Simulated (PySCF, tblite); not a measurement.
# C3H10B2N radical: geometry, infrared bands and EPR parameters

Aim: predict the infrared bands and EPR parameters of C3H10B2N radical (`CBCB[N]C`).

The runs use tblite 0.8.0 and PySCF 2.14.0, with density-fitted response routines of our own; the level of theory stands in each step. All values are computed, except where a source is named. Atoms count from 0, in the outputs and in this text.

### 1 The molecule as given

16 atoms, charge 0, multiplicity 2; geometry from: force field or distance geometry start.

Bonds of the start (Å): C0–B1 1.61, B1–C2 1.58, C2–B3 1.58, B3–N4 1.52, N4–C5 1.47, C0–H6 1.10, C0–H7 1.12, C0–H8 1.11, B1–H9 1.17, C2–H10 1.12, C2–H11 1.11, B3–H12 1.21, C5–H13 1.10, C5–H14 1.12, C5–H15 1.09.

### 2 Relaxing the molecule with GFN2-xTB

What the job is given:

```
{"job": {"kind": "relax", "xc": "GFN2-xTB", "basis": "xTB"}, "charge": 0, "multiplicity": 2}
C      2.784000    -0.120300     0.364200
B      1.389200     0.510400    -0.140500
C      0.206000    -0.531700    -0.300900
B     -0.720400    -0.504000     0.973200
N     -1.724500     0.609100     1.221700
C     -2.758200     0.621700     0.175800
H      3.579800     0.630600     0.302000
H      2.616200    -0.486400     1.409800
H      2.944300    -1.017100    -0.262300
H      1.281400     1.660400    -0.306400
H     -0.347700    -0.236400    -1.230000
H      0.597800    -1.561300    -0.421200
H     -0.884100    -1.534600     1.576700
H     -3.715900     0.627300     0.710500
H     -2.617800     1.599000    -0.360800
H     -2.637600    -0.257900    -0.455700
```

The run is started by

```bash
> OMP_NUM_THREADS=1 python probes_run.py task.json out
```

The driver reads the jobs from task.json and runs them one after another.

The log of the run:

```text
step      E/eV     max force
  0    -457.14051    3.340
  1    -457.52224    2.303
  2    -457.65882    3.375
  3    -457.74691    0.703
  4    -457.78401    0.647
  5    -457.89510    0.899
  6    -457.95880    0.883
  7    -458.09999    1.256
  8    -458.19426    1.230
  9    -458.31560    0.596
 10    -458.36815    0.507
 11    -458.40784    0.478
 12    -458.45389    0.592
 13    -458.49758    0.603
 14    -458.53275    0.471
 15    -458.56008    0.321
 16    -458.58081    0.371
 17    -458.59596    0.333
 18    -458.60735    0.215
 19    -458.61346    0.144
 20    -458.61784    0.125
 21    -458.62078    0.124
 22    -458.62315    0.115
 23    -458.62484    0.078
 24    -458.62571    0.054
 25    -458.62612    0.052
 26    -458.62645    0.060
 27    -458.62688    0.052
 28    -458.62737    0.062
 29    -458.62784    0.068
 30    -458.62833    0.062
 31    -458.62901    0.071
 32    -458.62992    0.075
 33    -458.63081    0.064
 34    -458.63139    0.042
 35    -458.63174    0.042
 36    -458.63207    0.040
 37    -458.63242    0.040
 38    -458.63266    0.033
 39    -458.63278    0.022
 40    -458.63285    0.020
 41    -458.63293    0.022
 42    -458.63299    0.016
 43    -458.63305    0.015
 44    -458.63310    0.019
 45    -458.63317    0.022
 46    -458.63329    0.032
 47    -458.63346    0.033
 48    -458.63363    0.035
 49    -458.63381    0.033
 50    -458.63401    0.034
 51    -458.63429    0.043
 52    -458.63463    0.050
 53    -458.63497    0.047
 54    -458.63535    0.050
 55    -458.63584    0.058
 56    -458.63641    0.057
 57    -458.63688    0.049
 58    -458.63713    0.030
 59    -458.63728    0.028
 60    -458.63740    0.024
 61    -458.63750    0.025
 62    -458.63756    0.018
 63    -458.63759    0.017
 64    -458.63763    0.015
 65    -458.63770    0.026
 66    -458.63780    0.031
 67    -458.63787    0.021
 68    -458.63792    0.019
 69    -458.63798    0.023
 70    -458.63805    0.024
 71    -458.63814    0.022
 72    -458.63823    0.027
 73    -458.63833    0.033
 74    -458.63850    0.036
 75    -458.63876    0.045
 76    -458.63916    0.054
 77    -458.63964    0.060
 78    -458.64012    0.051
 79    -458.64052    0.043
 80    -458.64080    0.030
 81    -458.64068    0.088
 82    -458.64104    0.026
 83    -458.64112    0.027
 84    -458.64143    0.030
 85    -458.64157    0.030
 86    -458.64182    0.034
 87    -458.64197    0.029
 88    -458.64219    0.036
 89    -458.64239    0.038
 90    -458.64256    0.028
 91    -458.64264    0.034
 92    -458.64271    0.030
 93    -458.64280    0.025
 94    -458.64312    0.022
 95    -458.64330    0.027
 96    -458.64355    0.033
 97    -458.64372    0.034
 98    -458.64393    0.030
 99    -458.64411    0.027
100    -458.64424    0.026
101    -458.64434    0.028
102    -458.64446    0.029
103    -458.64462    0.029
104    -458.64482    0.030
105    -458.64496    0.034
106    -458.64520    0.043
107    -458.64550    0.052
108    -458.64596    0.052
109    -458.64631    0.096
110    -458.64638    0.130
111    -458.64708    0.053
112    -458.64739    0.052
113    -458.64793    0.050
114    -458.64860    0.047
115    -458.64941    0.065
116    -458.65016    0.064
117    -458.63257    0.650
118    -458.65049    0.053
119    -458.65065    0.030
120    -458.65121    0.050
121    -458.65150    0.063
122    -458.65206    0.049
123    -458.65246    0.045
124    -458.65273    0.092
125    -458.65294    0.075
126    -458.65320    0.024
127    -458.65327    0.023
128    -458.65335    0.013
129    -458.65338    0.012
130    -458.65341    0.012
131    -458.65342    0.010
132    -458.65343    0.010
133    -458.65345    0.009
```

Run time: 0.53 s. Hardware: 1 thread of Arm Neoverse V2, shared host.

Relaxation path: (not every step is listed)

```tsv
step	energy from step 0 (eV)	largest force (eV/Å)
0	0.0000	3.3398
1	-0.3817	2.3029
2	-0.5183	3.3752
3	-0.6064	0.7025
4	-0.6435	0.6469
5	-0.7546	0.8987
6	-0.8183	0.8832
7	-0.9595	1.2556
8	-1.0537	1.2298
20	-1.4773	0.1249
32	-1.4894	0.0751
44	-1.4926	0.0190
56	-1.4959	0.0565
68	-1.4974	0.0191
80	-1.5003	0.0300
92	-1.5022	0.0299
104	-1.5043	0.0297
116	-1.5097	0.0643
128	-1.5128	0.0127
129	-1.5129	0.0122
130	-1.5129	0.0124
131	-1.5129	0.0103
132	-1.5129	0.0100
133	-1.5129	0.0092
```

Close pairs (by a distance rule), those that changed most:

```tsv
bond	before (Å)	after (Å)	change (Å)
B3–N4	1.520	1.307	-0.212
C2–B3	1.576	1.667	+0.091
N4–C5	1.471	1.389	-0.082
C0–B1	1.612	1.576	-0.036
C2–H10	1.121	1.086	-0.035
B3–H12	1.205	1.172	-0.034
B1–C2	1.585	1.553	-0.032
C0–H7	1.120	1.090	-0.031
```

The final coordinates are the input of the step that follows.

### 3 Infrared spectrum with GFN2-xTB

What the job is given:

```
{"job": {"kind": "ir", "xc": "GFN2-xTB", "basis": "xTB"}, "charge": 0, "multiplicity": 2}
C      2.675115    -0.031063     0.606170
B      1.364868     0.421434    -0.143989
C      0.321772    -0.617956    -0.638087
B     -0.687268    -0.802410     0.675370
N     -1.838983    -0.184642     0.700159
C     -2.835125     0.682792     0.271877
H      3.556545     0.230707     0.020096
H      2.786525     0.496066     1.553279
H      2.725174    -1.097470     0.811028
H      1.171250     1.568136    -0.314414
H     -0.284108    -0.296549    -1.480716
H      0.712131    -1.612469    -0.837572
H     -0.311091    -1.530144     1.512839
H     -3.505121     0.897528     1.114588
H     -2.421405     1.642879    -0.063576
H     -3.437877     0.242106    -0.530978
```

The log of the run:

```text
mode    cm-1     km/mol
  1     -35.8      1.85
  2      29.4      0.79
  3      52.8      1.63
  4      67.2      3.70
  5     102.2      4.32
  6     186.5      4.70
  7     267.5      6.44
  8     328.7      1.74
  9     386.2     14.94
 10     610.2      4.38
 11     654.4     28.30
 12     698.4     18.25
 13     794.2      1.20
 14     802.0      4.03
 15     832.8    111.12
 16     886.9     11.51
 17     914.5      9.27
 18    1007.7     13.74
 19    1040.6     41.39
 20    1048.4     11.04
 21    1057.1     64.71
 22    1074.2     27.61
 23    1093.9      9.76
 24    1198.1    291.59
 25    1378.8      1.27
 26    1384.1     30.75
 27    1444.6     22.34
 28    1450.9     16.45
 29    1474.7      6.89
 30    1488.9      0.53
 31    1496.6      2.96
 32    1717.8      6.85
 33    2566.3     60.05
 34    2594.8    147.99
 35    2871.6     21.98
 36    2892.8     38.05
 37    2919.4     54.80
 38    2995.1     31.10
 39    3011.2     14.15
 40    3013.1     50.70
 41    3020.7     40.42
 42    3038.1     48.49
```

Wall time 0.31 s (1 thread of Arm Neoverse V2, shared host).

Which atoms move in the most intense modes:

```tsv
cm⁻¹	km/mol	atoms
833	111.1	B1 26 %, H6 22 %, H9 16 %, C0 13 %
1057	64.7	H10 15 %, C5 14 %, B1 14 %, B3 14 %
1198	291.6	B1 56 %, H9 21 %
2566	60.0	H12 91 %
2595	148.0	H9 92 %
2919	54.8	H15 60 %, H13 25 %, H14 12 %
3013	50.7	H7 43 %, H11 32 %, H6 18 %
3038	48.5	H8 91 %
```

### 4 EPR parameters: B3LYP/pcH-1

Settings changed since step 3:

```diff
@@ -1,2 +1,2 @@
-{"job": {"kind": "ir", "xc": "GFN2-xTB", "basis": "xTB"}, "charge": 0, "multiplicity": 2}
+{"job": {"kind": "epr", "basis": "pcH-1"}, "charge": 0, "multiplicity": 2}
 C      2.675115    -0.031063     0.606170
```

Level: UKS B3LYP, pcH-1 on B C H N, non-relativistic, mean-field spin-orbit, GIAO.

The log of the run:

```text
UKS, coarse grid
  cycle   1  E = -224.71574916  |g| = 3.69e-01
  cycle   2  E = -224.69812232  |g| = 4.19e-01
  cycle   3  E = -224.79155901  |g| = 3.64e-02
  cycle   4  E = -224.79219300  |g| = 1.91e-02
  cycle   5  E = -224.79237729  |g| = 1.13e-02
  cycle   6  E = -224.79244086  |g| = 4.73e-03
  cycle   7  E = -224.79245501  |g| = 1.91e-03
  cycle   8  E = -224.79245816  |g| = 5.59e-04
UKS, final grid
  cycle   1  E = -224.79246018  |g| = 5.87e-04
  cycle   2  E = -224.79246014  |g| = 7.22e-04
  cycle   3  E = -224.79246041  |g| = 8.58e-05
  cycle   4  E = -224.79246042  |g| = 6.64e-05
  cycle   5  E = -224.79246042  |g| = 4.00e-05
  cycle   6  E = -224.79246042  |g| = 4.77e-06
E = -224.79246042 Eh   <S^2> = 0.7567 (exact 0.7500)
g shifts (ppm)      1          2          3
  rmc          -209       -209       -209
  gc              5          3         45
  oz_so          89       1874       1939
  total        -115       1668       1775
hyperfine (MHz)  atom isotope    a_iso     a_fc   dipolar eigenvalues
    0   13C       0.72       0.72     -0.40     -0.12      0.51
    1   11B      -2.50      -2.50     -2.36     -1.04      3.40
    2   13C      62.32      62.32    -14.03    -13.33     27.36
    3   11B     -35.62     -35.62    -10.90     -1.96     12.87
    4   14N      46.63      46.63    -39.04    -33.30     72.34
    5   13C     -21.00     -21.00     -5.03     -1.54      6.57
    6    1H       0.28       0.28     -0.76     -0.69      1.45
    7    1H       5.70       5.70     -0.84     -0.59      1.43
    8    1H       0.36       0.36     -1.14     -0.67      1.81
    9    1H      -0.67      -0.67     -1.79     -0.85      2.65
   10    1H     -10.53     -10.53     -8.17     -0.91      9.07
   11    1H      -5.58      -5.58     -7.14     -0.95      8.10
   12    1H     172.39     172.39     -5.10     -3.34      8.44
   13    1H     148.74     148.74     -6.97     -5.08     12.04
   14    1H      89.63      89.63     -5.52     -2.72      8.24
   15    1H      21.68      21.68     -5.36     -3.62      8.98
```

It took 43 s on 1 thread of Arm Neoverse V2, shared host; peak memory 0.89 GiB.

Principal g values 2.00220, 2.00399, 2.00409; g(iso) = 2.00343, against 2.00232 for a free electron.

Hyperfine couplings; where a row names several nuclei, a(iso) is their mean (it holds for fast rotation or exchange) and the dipolar term the largest among them:

```tsv
nuclei	isotope	a(iso) (MHz)	a(iso) (G, at g = 2.0023)	largest dipolar term (MHz)
H12	1H	172.4	61.5	8.4
H13, H14, H15	1H	86.7	30.9	12.0
C2	13C	62.3	22.2	27.4
N4	14N	46.6	16.6	72.3
B3	11B	-35.6	-12.7	12.9
C5	13C	-21.0	-7.5	6.6
H10, H11	1H	-8.1	-2.9	9.1
B1	11B	-2.5	-0.9	3.4
H6, H7, H8	1H	2.1	0.8	1.8
C0	13C	0.7	0.3	0.5
H9	1H	-0.7	-0.2	2.6
```

Mulliken spin populations:

C0 0.00; B1 0.02; C2 0.15; B3 -0.12; N4 0.80; C5 -0.05; H6 0.00; H7 0.00; H8 0.00; H9 0.00; H10 -0.01; H11 0.00; H12 0.10; H13 0.06; H14 0.04; H15 0.01

In first order the couplings over 0.8 MHz of 1H, 14N, 11B give 4608 distinct lines over 236.4 G, if the averaged nuclei exchange fast; the same motion can average rows kept apart here too.

The fields below are evaluated on a grid from the run's orbitals.

ELF in a plane through or near 5 of the atoms.

Ten even steps from '0' (0.00) to '9' (1.00):
```
0000000000000000000000000000
0000000000000000000000000000
0000000000000000000000000000
0000000000155200000000000000
0000000000299820003430000000
0000000000299830028983000000
0000122211278600018983100000
0000355554434100005875430000
0000467547711001323448860000
0000245236821125777438850000
0000026866412334824846630000
0000059997101403714722200000
0000179997002623488610000000
0000069994005996367510000000
0000016750006998333300000000
0000000000003785100000000000
0000000000001342000000000000
0000000000000000000000000000
0000000000000000000000000000
0000000000000000000000000000
```
The map spans 12.3 Å across and 8.7 Å up, centred on the molecule. Atoms in the plane (x, y in Å): C0 (-2.7, 0.3), B3 (0.6, -0.9), N4 (1.8, -0.5), C5 (2.9, 0.3), H8 (-2.9, -0.8).

log10 of the density (e/Å³) in the same plane.

Ten even steps from '0' (-4.0) to '9' (1.1):
```
0000000000000000000000000000
0000000000010000000000000000
0000000001122110000000000000
0000000112333221011221100000
0000122223444332123333210000
0001334444555432245554321000
0012445555565543346665432100
0013456776665544456777643100
0023567887765555567787753200
0013567897765566778888753200
0013457887655667898877653200
0012457876556679898766543100
0002356776456789787654432100
0001345554446777666543321000
0000233443345666555432110000
0000011221234554433210000000
0000000000123333321100000000
0000000000012222210000000000
0000000000000111000000000000
0000000000000000000000000000
```
The map spans 12.3 Å across and 8.7 Å up, centred on the molecule. Atoms in the plane (x, y in Å): C0 (-2.7, 0.3), B3 (0.6, -0.9), N4 (1.8, -0.5), C5 (2.9, 0.3), H8 (-2.9, -0.8).

On the surface of density 0.002 e/bohr³ the electrostatic potential runs, from the 1st to the 99th percentile, from -0.52 V near N4 to 1.02 V near H13.

The spin density lies nearest to N4 61 %; C2 9 %; H12 6 %.

### 5 What came out

```
                                                                  quantity                  value
                                 strongest single infrared mode (GFN2-xTB)  1198 cm⁻¹, 292 km/mol
                                              zero-point energy (GFN2-xTB)          79.9 kcal/mol
                                                            g(iso) (B3LYP)                2.00343
                                                                      ⟨S²⟩     0.757 (exact 0.75)
                                        largest a(iso) (averaged by class)   1H on H12, 172.4 MHz
potential on the surface of density 0.002 e/bohr³, 1st and 99th percentile     -0.52 V and 1.02 V
```

The optimisation took 133 steps and gained 1.513 eV; among the close pairs (by a distance rule), B3–N4 changed most, from 1.520 to 1.307 Å. The lowest mode is imaginary (36i cm⁻¹), so the xTB geometry is not a minimum: the zero-point energy counts the real modes alone, and all values at this geometry belong to a saddle point. The strongest single mode, at 1198 cm⁻¹, moves mainly B1. GFN2-xTB is a fitted tight-binding method: band positions and strengths are rough. Its intensities can rank the bands wrongly. N4 carries the largest spin population, 0.80 e. The isotropic g lies 1.1 ppt above the free-electron value. These values are for one conformer; the search (at its own cheap level) found 2 more, at 0.00, 0.10 kcal/mol (those within 0.05 may be mirror or relabelled copies), and measured spectra average over such forms.
